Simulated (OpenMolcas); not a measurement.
# Re²⁺ among point charges: CASSCF and CASPT2 levels and susceptibility

Aim: the splitting of the states of Re²⁺ in the field of 4 point charges, its lowest levels with spin-orbit coupling and its magnetic susceptibility.

Program: OpenMolcas 26.06. Level of theory: state-averaged CASSCF and CASPT2, spin-orbit coupling by RASSI with atomic mean-field integrals. These are calculated values, not measurements, unless marked.

## 1. The system

- Species: Re²⁺ (rhenium, Z = 75, 73 electrons)
- Basis: ANO-RCC-VDZP [7s6p4d2f1g], 68 functions
- Scalar Hamiltonian: DKH2, point nucleus
- Inactive shells: 1s 2s 2p 3s 3p 3d 4s 4p 4d 4f 5s 5p
- Active space: 5 electrons in 5 orbitals (5d)
- Some configurations of this space: 5d⁵
- Orbitals: optimised for each spin and parity, averaged over all roots

Outer shells as boxes (Hund's rule):

5d5
```
5d [↑ ][↑ ][↑ ][↑ ][↑ ]
```

The ion sits among 4 point charges of -2.5 e arranged as a tetrahedron (Td), 2.29 Å from the ion.

Each step is its own input file, run in one work folder so that later steps find the files of earlier ones. Labels, J, g values, rates, χT and fits are worked out afterwards by a script from the matrices that RASSI stores.

## 2. Basis and integrals

File a.inp:

```
&GATEWAY
Coord
1

Re 0.0 0.0 0.0
Basis=ANO-RCC-VDZP
Group=NoSym
NoMove
AngMom=0.0 0.0 0.0
AMFI
XField
4 Angstrom 0
1.322132 1.322132 1.322132 -2.500000
1.322132 -1.322132 -1.322132 -2.500000
-1.322132 1.322132 -1.322132 -2.500000
-1.322132 -1.322132 1.322132 -2.500000
&SEWARD
```

The run is started by

```sh
OMP_NUM_THREADS=1 MOLCAS_MEM=1689 MOLCAS_PROJECT=a pymolcas a.inp > a.log
```

## 3. CASSCF: sextets, 1 root

File a.inp:

```
&RASSCF
FileOrb=start.orb
Symmetry=1
Spin=6
nActEl=5 0 0
Inactive=34
Ras2=5
CIRoot=1 1 1
SDav=1
CIMx=300
Iter=120 100
PrWF=0.3
OrbListing=Nothing
MaxOrb=0
>>> COPY $Project.JobIph JOB001
```

start.orb holds the contracted functions of the basis, ordered by shell, or the orbitals of the step before.

## 4. CASSCF: quartets, 24 roots

File a.inp:

```
&RASSCF
FileOrb=start.orb
Symmetry=1
Spin=4
nActEl=5 0 0
Inactive=34
Ras2=5
CIRoot=24 24 1
SDav=24
CIMx=300
Iter=120 100
PrWF=0.3
OrbListing=Nothing
MaxOrb=0
>>> COPY $Project.JobIph JOB002
```

## 5. Reference wave functions, doublets, 75 roots

File a.inp:

```
&RASSCF
FileOrb=start.orb
Symmetry=1
Spin=2
nActEl=5 0 0
Inactive=34
Ras2=5
CIRoot=75 75 1
SDav=75
CIMx=300
Iter=120 100
PrWF=0.3
OrbListing=Nothing
MaxOrb=0
>>> COPY $Project.JobIph JOB003
```

## 6. RASSI: spin-orbit coupling between the states

File a.inp:

```
&RASSI
NrOfJobIphs=3 1 24 75
1
1 2 3 4 5 6 7 8 9 10 11 12 13 14 15 16 17 18 19 20 21 22 23 24
1 2 3 4 5 6 7 8 9 10 11 12 13 14 15 16 17 18 19 20 21 22 23 24 25 26 27
28 29 30 31 32 33 34 35 36 37 38 39 40 41 42 43 44 45 46 47 48 49 50 51
52 53 54 55 56 57 58 59 60 61 62 63 64 65 66 67 68 69 70 71 72 73 74 75
IphNames
JOB001
JOB002
JOB003
EJob
SpinOrbit
DIPRint=1.0
SOCoupling=1000.0
Subsets=2
Property=9
'ANGMOM' 1 'ANGMOM' 2 'ANGMOM' 3 'MLTPL  1' 1 'MLTPL  1' 2 'MLTPL  1' 3
'AMFI' 1 'AMFI' 2 'AMFI' 3
SOProperty=3
'ANGMOM' 1 'ANGMOM' 2 'ANGMOM' 3
```

## 7. CASPT2: IPEA 0.25, imaginary shift 0.1 (closed shells correlated: 4f 5s 5p)

File a.inp:

```
>>> COPY JOB001 $Project.JobIph
&CASPT2
Multistate=1 1
Frozen=23
IPEA=0.25
Imaginary=0.1
MaxIter=60
WThr=0.0 0.3 0.05
PrWF=0.5
NoMix
>>> COPY JOB002 $Project.JobIph
&CASPT2
Multistate=24 1 2 3 4 5 6 7 8 9 10 11 12 13 14 15 16 17 18 19 20 21 22
23 24
NoMult
Frozen=23
IPEA=0.25
Imaginary=0.1
MaxIter=60
WThr=0.0 0.3 0.05
PrWF=0.5
NoMix
>>> COPY JOB003 $Project.JobIph
&CASPT2
Multistate=75 1 2 3 4 5 6 7 8 9 10 11 12 13 14 15 16 17 18 19 20 21 22
23 24 25 26 27 28 29 30 31 32 33 34 35 36 37 38 39 40 41 42 43 44 45 46
47 48 49 50 51 52 53 54 55 56 57 58 59 60 61 62 63 64 65 66 67 68 69 70
71 72 73 74 75
NoMult
Frozen=23
IPEA=0.25
Imaginary=0.1
MaxIter=60
WThr=0.0 0.3 0.05
PrWF=0.5
NoMix
```

(Steps that only read results are left out.)

What does the calculation give? Wanted: spin-free ground state; lowest level; next level.

The runs gave:

| quantity | value |
| --- | --- |
| method | SS-CASPT2, IPEA 0.25, imaginary shift 0.1 (closed shells correlated: 4f 5s 5p) |
| spin-free ground state | 6A1, 1-fold in its orbital part |
| lowest level | 2-fold Γ7, g = 3.28, 3.28, 3.28 |
| next level | 13.3 cm⁻¹ |
| χT at 300 K | 4.23 cm³ K/mol |
| effective moment at 300 K | 5.82 μB |

Cost by method:

| method | time of its own steps | time with the reference |
| --- | --- | --- |
| A. CASSCF | 48 s | 48 s |
| B. SS-CASPT2, IPEA 0.25, imaginary shift 0.1, +4f 5s 5p | 60 s | 1.8 min |

Times are of one thread on a shared host.

In words: The spin-free ground state (6A1) comes to 100 % from free-ion S terms and keeps the highest spin of the shell. χT at 300 K is 4.23, against 4.39 cm³ K/mol for the spin alone, as a half-filled shell (L = 0) has no orbital moment. An active space of the d shell alone favours high spin; real ions in strong fields can be low spin. A ligand-field fit to the states below 45000 cm-1 gives 10Dq = -2462 cm-1, B = 504 cm-1 and C = 2924 cm-1 (C/B = 5.80), with a deviation of 576 cm-1. CASPT2 does not keep the components of a term degenerate, and the means are used. The field of point charges can differ much from that of real complexes. This is an electrostatic model: the charges have no orbitals.
